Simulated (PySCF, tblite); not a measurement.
# C₅H₉NO₂: geometry, infrared bands and NMR shifts

Aim: predict the infrared bands and NMR shifts of C₅H₉NO₂ (`O=CNC/C=C/CO`).

The runs use tblite 0.8.0 and PySCF 2.14.0, with density-fitted response routines of our own; the level of theory stands in each step. All values are computed, except where a source is named. Atoms count from 0, in the outputs and in this text.

## 1. The molecule as given

17 atoms, charge 0, multiplicity 1; geometry from: force field or distance geometry start.

Bonds of the start (Å): O0–C1 1.22, C1–N2 1.36, N2–C3 1.45, C3–C4 1.51, C4–C5 1.35, C5–C6 1.49, C6–O7 1.42, C1–H8 1.12, N2–H9 1.02, C3–H10 1.08, C3–H11 1.10, C4–H12 1.09, C5–H13 1.09, C6–H14 1.09, C6–H15 1.11, O7–H16 0.97.

## 2. Optimising the geometry with GFN2-xTB

The job: settings as JSON, then the geometry in Å.

```
{"job": {"kind": "relax", "xc": "GFN2-xTB", "basis": "xTB"}, "charge": 0, "multiplicity": 1}
O      3.655800     0.361100    -1.624900
C      3.263500     0.429500    -0.473500
N      1.988900     0.250200    -0.033100
C      0.917300     0.002700    -0.980500
C     -0.300500    -0.384900    -0.184500
C     -1.402000     0.384900    -0.082700
C     -2.643300     0.065100     0.681600
O     -2.612900    -1.257800     1.193200
H      3.960200     0.629400     0.374800
H      1.760400     0.367300     0.949800
H      0.762200     0.895800    -1.575600
H      1.208000    -0.820400    -1.643300
H     -0.266000    -1.349100     0.314900
H     -1.405700     1.355200    -0.576600
H     -3.525500     0.180200     0.043300
H     -2.753000     0.751400     1.541400
H     -2.614300    -1.848400     0.418900
```

Command:

```bash
> OMP_NUM_THREADS=1 python probes_run.py task.json out
```

This one command runs all jobs of the session in turn.

**Question.** This job is followed by: GFN2-xTB harmonic vibrations, gas phase; GIAO PBE0/pcSseg-1 NMR shielding, non-relativistic, gas phase. What will the session give for the following? strongest single infrared mode (GFN2-xTB); zero-point energy (GFN2-xTB); ¹³C shifts against TMS (PBE0/pcSseg-1); ¹H shifts against TMS (PBE0/pcSseg-1, means over atoms taken as alike); ¹⁷O shifts against H2O (PBE0/pcSseg-1); ¹⁵N shifts against NH3 (PBE0/pcSseg-1).

**Answer**, as computed:

| quantity | value |
| --- | --- |
| strongest single infrared mode (GFN2-xTB) | 1771 cm⁻¹, 606 km/mol |
| zero-point energy (GFN2-xTB) | 85.2 kcal/mol |
| ¹³C shifts against TMS (PBE0/pcSseg-1) | 159.9, 142.2, 132.3, 67.7, 42.1 ppm |
| ¹H shifts against TMS (PBE0/pcSseg-1, means over atoms taken as alike) | 8.24, 5.95, 5.72, 4.53, 4.51, 4.32, 0.35 ppm |
| ¹⁷O shifts against H2O (PBE0/pcSseg-1) | 411.3, 27.7 ppm |
| ¹⁵N shifts against NH3 (PBE0/pcSseg-1) | 141.5 ppm |

**Reading.** Relaxing lowered the energy by 0.157 eV in 117 steps; the close pair that moved most is C4–C5, from 1.348 to 1.323 Å. No mode is imaginary among the 45: a minimum at this level. The strongest single mode, at 1771 cm⁻¹, moves mainly C1 and O0. GFN2-xTB is a fitted tight-binding method: band positions and strengths are rough. Its intensities can rank the bands wrongly. At PBE0/pcSseg-1: Shielding is most anisotropic at O0 (span 739 ppm, paramagnetic term -476 ppm).
